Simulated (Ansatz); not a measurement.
# CH5ISSi: a ladder of functionals and wavefunction methods

One table from this session's results is given with a row withheld; the runs are named, their logs left out.

The runs use Ansatz 0.2.0, Gaussian basis; functionals in def2-TZVPP, the program's frozen cores in correlated methods.

Levels to be run: LDA (SPW92), PBE-D4, revPBE-D4, BLYP-D4, r2SCAN-D4, B97M-V, PBE0-D4, B3LYP-D4, r2SCANh-D4, r2SCAN0-D4, HSE06-D4, BHLYP-D4, CAM-B3LYP-D4, LC-ωPBE, ωB97X-V, ωB97M-V, B2PLYP, PBE-QIDH; CCSD(T)/def2-SVP; CCSD(T)/def2-TZVPP; MP2/def2-QZVPP; extrapolation to the limit; RPA on PBE.

## The relaxed structure

An earlier PBE0-D4 in a triple-zeta def2 set relaxation fixed the geometry. I takes the def2 core potential; no spin-orbit term is included.

9 atoms, charge 0, spin multiplicity 1.

Atoms are counted from 1 here; the program's logs count them from 0.

Bond lengths: S1–C2 1.809 Å, S1–H5 1.345 Å, C2–Si3 1.871 Å, C2–H6 1.095 Å, C2–H7 1.092 Å, Si3–I4 2.447 Å, Si3–H8 1.480 Å, Si3–H9 1.485 Å. Angles: C2–S1–H5 96.8°, S1–C2–Si3 112.8°, S1–C2–H6 105.6°, S1–C2–H7 111.4°, Si3–C2–H6 107.3°, Si3–C2–H7 111.8°, H6–C2–H7 107.5°, C2–Si3–I4 109.3°, C2–Si3–H8 110.7°, C2–Si3–H9 111.2°, I4–Si3–H8 107.9°, I4–Si3–H9 106.8°, H8–Si3–H9 110.9°.

As a file:

```csv
atom,x (Å),y (Å),z (Å)
S1,0.3956,1.9787,-0.4291
C2,0.9306,0.2841,-0.0900
Si3,-0.4540,-0.8010,0.5473
I4,-2.1871,-0.9925,-1.1689
H5,-0.6542,1.6606,-1.2072
H6,1.6751,0.3644,0.7088
H7,1.4266,-0.1577,-0.9568
H8,-1.0724,-0.2055,1.7532
H9,0.0284,-2.1774,0.8256
```

Set-up of the first run:

Contents of in.yaml:

```yaml
crystal:
  periodic: [false, false, false]
  atoms:
    - {symbol: S, position_ang: [0.395625, 1.978728, -0.429074]}
    - {symbol: C, position_ang: [0.930627, 0.284134, -0.089995]}
    - {symbol: Si, position_ang: [-0.454041, -0.800983, 0.547322]}
    - {symbol: I, position_ang: [-2.187135, -0.992472, -1.168882]}
    - {symbol: H, position_ang: [-0.654225, 1.660566, -1.207210]}
    - {symbol: H, position_ang: [1.675123, 0.364356, 0.708799]}
    - {symbol: H, position_ang: [1.426562, -0.157651, -0.956761]}
    - {symbol: H, position_ang: [-1.072416, -0.205471, 1.753159]}
    - {symbol: H, position_ang: [0.028380, -2.177408, 0.825644]}
basis:
  gaussian: {orbitals: def2-TZVPP}
hamiltonian: {xc: lda}
output: {orbitals: {seedname: orbitals}}
```

The run is started by

```bash
> ansatz run in.yaml --threads 4 --pin off --events-out ev --progress --plain --max-ram 10444MiB
```

Among the steps run: LDA; PBE-D4 (GGA); revPBE-D4 (GGA); BLYP-D4 (GGA); r2SCAN-D4 (meta-GGA); B97M-V (meta-GGA); B3LYP-D4 (hybrid); r2SCANh-D4 (hybrid); r2SCAN0-D4 (hybrid); HSE06-D4 (hybrid); BHLYP-D4 (hybrid); CAM-B3LYP-D4 (range-separated); LC-ωPBE (range-separated); ωB97X-V (range-separated); ωB97M-V (range-separated); B2PLYP (double hybrid); PBE-QIDH (double hybrid).

One table of the session follows, with a row left open; its other results are not shown here.

It belongs to the step «Frontier levels by functional». 

```
  functional  HOMO (eV)  gap (eV)
 LDA (SPW92)      -5.85      4.10
      PBE-D4      -5.73      4.23
   revPBE-D4      -5.69      4.28
     BLYP-D4      -5.58      4.21
   r2SCAN-D4      -5.99      4.81
      B97M-V      -6.10      4.87
     PBE0-D4      -6.97      6.31
    B3LYP-D4      -6.73      5.87
  r2SCANh-D4      -6.45      5.55
  r2SCAN0-D4      -7.13      6.67
    HSE06-D4      -6.57      5.54
    BHLYP-D4          ?         ?
CAM-B3LYP-D4      -8.31      8.67
     LC-ωPBE      -9.72     11.20
     ωB97X-V      -9.35     10.73
     ωB97M-V      -9.19     10.32
```

**Question.** Estimate the row for BHLYP-D4.

Worked estimate for «HOMO (eV)». Against the share of exact exchange, BLYP-D4 (0, -5.58), B3LYP-D4 (0.2, -6.73) give a slope of -5.75 per unit share; at 0.5 the line stands at -8.45.

As computed: HOMO (eV): -8.07; gap (eV): 8.33. In «HOMO (eV)» the line misses by -0.38.
